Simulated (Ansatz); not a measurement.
**InBi: how the settings move a single-point run**

How sensitive is a single-point run of InBi to its settings? A reference run comes first, then one run with altered input.

Computed with Ansatz 0.2.0 (reference: DFT, PBEsol, all-electron LAPW, scalar-relativistic, unless a step's input says otherwise).

2 further runs of the same task are left out: 1 that didn't finish, 1 set aside as unsound or not needed. Runs told in other sessions of the task aren't counted.

**1. The system as given**

Symmetry: R3m, No. 160, trigonal system. The conventional cell has a = 4.785 Å, b = 4.785 Å, c = 11.721 Å, α = 90.00°, β = 90.00°, γ = 120.00°. Around In (site symmetry 3m) lie 1 Bi at 2.58 Å. Bi (site symmetry 3m) is surrounded by 1 In at 2.58 Å.

As a file:

```cif
data_structure
_symmetry_space_group_name_H-M 'P 1'
_symmetry_Int_Tables_number 1
_cell_length_a 4.7850
_cell_length_b 4.7850
_cell_length_c 4.7850
_cell_angle_alpha 60.000
_cell_angle_beta 60.000
_cell_angle_gamma 60.000
_cell_volume 77.47
loop_
_atom_site_label
_atom_site_type_symbol
_atom_site_fract_x
_atom_site_fract_y
_atom_site_fract_z
_atom_site_occupancy
In1 In 0.98500 0.98500 0.98500 1
Bi1 Bi 0.76500 0.76500 0.76500 1
```

**2. Baseline**

Contents of input.yaml:

```yaml
crystal:
  lattice:
    - [0.0, 3.38353831, 3.38353831]
    - [3.38353831, 0.0, 3.38353831]
    - [3.38353831, 3.38353831, 0.0]
  atoms:
    - { symbol: In, position: [-0.015, -0.015, -0.015] }
    - { symbol: Bi, position: [0.765, 0.765, 0.765] }
kpoints:
  mp_grid: { grid: [8, 8, 8] }
scf:
  occupations: { method: fermi_dirac, width: 0.05 }
hamiltonian:
  xc: pbesol
  pseudopotentials: { kind: all_electron, lapw: { basis_error: 0.001 } }
output:
  forces: true
  stress: true
  eigenvalues: true
  populations: true
```

Launch:

```bash
> ansatz run input.yaml --threads 1 --pin off --max-ram 2048MiB --backend cpu --events-out ev --progress --plain --runs-dir out
```

**3. Variant: dr2_threshold 1.0e-08**

Changes to input.yaml since step 2:

```diff
@@ -12,2 +12,3 @@
   occupations: { method: fermi_dirac, width: 0.05 }
+  convergence: { dr2_threshold: 1.0e-08 }
 hamiltonian:
```

**Question.** What will these runs give? Wanted: for each run, ending; energy change; pressure; gap; force.

As calculated:

| run | ending | energy change | pressure (GPa) | gap (eV) | force (eV/Å) | cycles | time |
| --- | --- | --- | --- | --- | --- | --- | --- |
| reference | converged | 0 | 1.5 | 0.00 | 3.10 | 8 | 49 s |
| 1: dr2_threshold 1.0e-08 | converged | 0.0 meV/atom | 1.5 | 0.00 | 3.10 | 9 | 53 s |

Residual by cycle in the longest SCF loop of each run; runs are numbered as in the table. The quantity is the density residual dr2, in eV.

| cycle | reference | run 1 |
| --- | --- | --- |
| 1 | 0.271 | 0.271 |
| 2 | 0.137 | 0.137 |
| 3 | 0.00533 | 0.00533 |
| 4 | 9.7e-4 | 9.7e-4 |
| 5 | 5.6e-5 | 5.6e-5 |
| 6 | 2.0e-6 | 2.0e-6 |
| 7 | 1.3e-7 | 1.3e-7 |
| 8 | 1.4e-8 | 1.4e-8 |
| 9 | - | 7.3e-10 |

**Reading.** With the changed convergence setting the energy agrees within 0.5 meV/atom. Cost: 9 SCF cycles against 8.
